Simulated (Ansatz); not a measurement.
# HC18N: the cost of one run

Method: DFT PBE, plane waves, PAW, scalar-relativistic, no spin polarisation, in Ansatz 0.2.0.

**1. Starting point**

The cell holds 20 atoms (C18HN): a = 7.398 Å, b = 7.398 Å, c = 12.000 Å, α = 90.00°, β = 90.00°, γ = 120.00°.

The coordinates stand in the first input below.

**2. End point A**

Input file input.yaml:

```yaml
crystal:
  lattice:
    - [7.398, 0.0, 0.0]
    - [-3.699, 6.406856, 0.0]
    - [0.0, 0.0, 12.0]
  atoms:
    - { symbol: C, position: [0.0, 0.0, 0.0833333] }
    - { symbol: C, position: [0.2222222, 0.1111111, 0.0833333] }
    - { symbol: C, position: [0.0, 0.3333333, 0.0833333] }
    - { symbol: C, position: [0.2222222, 0.4444444, 0.0833333] }
    - { symbol: C, position: [0.0, 0.6666667, 0.0833333] }
    - { symbol: C, position: [0.2222222, 0.7777778, 0.0833333] }
    - { symbol: C, position: [0.3333333, 0.0, 0.0833333] }
    - { symbol: C, position: [0.5555556, 0.1111111, 0.0833333] }
    - { symbol: C, position: [0.3333333, 0.3333333, 0.0833333] }
    - { symbol: C, position: [0.5555556, 0.4444444, 0.0833333] }
    - { symbol: C, position: [0.3333333, 0.6666667, 0.0833333] }
    - { symbol: C, position: [0.5555556, 0.7777778, 0.0833333] }
    - { symbol: C, position: [0.6666667, 0.0, 0.0833333] }
    - { symbol: C, position: [0.8888889, 0.1111111, 0.0833333] }
    - { symbol: C, position: [0.6666667, 0.3333333, 0.0833333] }
    - { symbol: C, position: [0.8888889, 0.4444444, 0.0833333] }
    - { symbol: C, position: [0.6666667, 0.6666667, 0.0833333] }
    - { symbol: C, position: [0.8888889, 0.7777778, 0.0833333] }
    - { symbol: "N", position: [0.7065344, 0.8546731, 0.18] }
    - { symbol: H, position: [0.6909292, 0.8466034, 0.2658333] }
basis:
  ecutwfc: 420.0
kpoints:
  mp_grid: { grid: [2, 2, 1] }
hamiltonian:
  xc: pbe
scf:
  occupations: { method: fermi_dirac, width: 0.05 }
  lower_state_search: "off"
relax:
  f_tol: 0.03
  max_steps: 60
  adjacent_minimum: "off"
```

Command:

```console
$ ansatz run input.yaml --threads 1 --pin off --max-ram 3072MiB --backend cpu --events-out ev --progress --plain --runs-dir out
```

**Question.** How long does this run take on 1 thread of AMD EPYC 9R45 (Zen 5), shared host, and how much memory does it need?

About 39 s, with a peak of 0.71 GiB.
